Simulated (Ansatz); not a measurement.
# ZrH: the cost of one run

Computed with Ansatz 0.2.0 (DFT PBEsol, scalar-relativistic, unless a step's input says otherwise).

**1. The system as given**

It takes space group P4_2/mmc (No. 131, tetragonal). The conventional cell has a = 3.243 Å, b = 3.243 Å, c = 4.948 Å, α = 90.00°, β = 90.00°, γ = 90.00°. Zr (site symmetry mmm) has 4 H at 2.04 Å in its first shell of neighbours. Around H (site symmetry -4m2) lie 4 Zr at 2.04 Å.

Coordinates:

```cif
data_structure
_symmetry_space_group_name_H-M 'P 1'
_symmetry_Int_Tables_number 1
_cell_length_a 3.2428
_cell_length_b 3.2428
_cell_length_c 4.9480
_cell_angle_alpha 90.000
_cell_angle_beta 90.000
_cell_angle_gamma 90.000
_cell_volume 52.03
loop_
_atom_site_label
_atom_site_type_symbol
_atom_site_fract_x
_atom_site_fract_y
_atom_site_fract_z
_atom_site_occupancy
Zr1 Zr 0.00000 0.50000 0.00000 1
Zr2 Zr 0.50000 0.00000 0.50000 1
H1 H 0.00000 0.00000 0.75000 1
H2 H 0.00000 0.00000 0.25000 1
```

Atoms are numbered in the order of the input: Zr1, Zr2, H3, H4.

**2. Volume × 0.96, LAPW**

input.yaml

```yaml
crystal:
  lattice:
    - [3.1989648166, 0.0, 0.0]
    - [0.0, 3.1989648166, 0.0]
    - [0.0, 0.0, 4.8811269375]
  atoms:
    - { symbol: Zr, position: [0.0, 0.5, 0.0] }
    - { symbol: Zr, position: [0.5, 0.0, 0.5] }
    - { symbol: H, position: [0.0, 0.0, 0.75] }
    - { symbol: H, position: [0.0, 0.0, 0.25] }
kpoints:
  mp_grid: { grid: [9, 9, 6] }
  band_path:
    path:
      - [0.0, 0.0, 0.0]
      - [0.0, 0.5, 0.0]
      - [0.5, 0.5, 0.0]
      - [0.0, 0.0, 0.0]
      - [0.0, 0.0, 0.5]
      - [0.0, 0.5, 0.5]
      - [0.5, 0.5, 0.5]
      - [0.0, 0.0, 0.5]
      - [0.0, 0.5, 0.0]
    npoints: 5
scf:
  occupations: { method: fermi_dirac, width: 0.02 }
hamiltonian:
  xc: pbesol
  pseudopotentials: { kind: all_electron, lapw: { basis_error: 0.0005 } }
output:
  forces: true
  stress: true
  eigenvalues: true
```

On the command line:

```sh
> ansatz run input.yaml --threads 1 --pin off --max-ram 4096MiB --backend cpu --events-out ev --progress --plain --runs-dir out
```

**Question.** How long does this run take on 1 thread of Arm Neoverse V2, shared host, and how much memory does it need?

About 34 s, with a peak of 0.43 GiB.
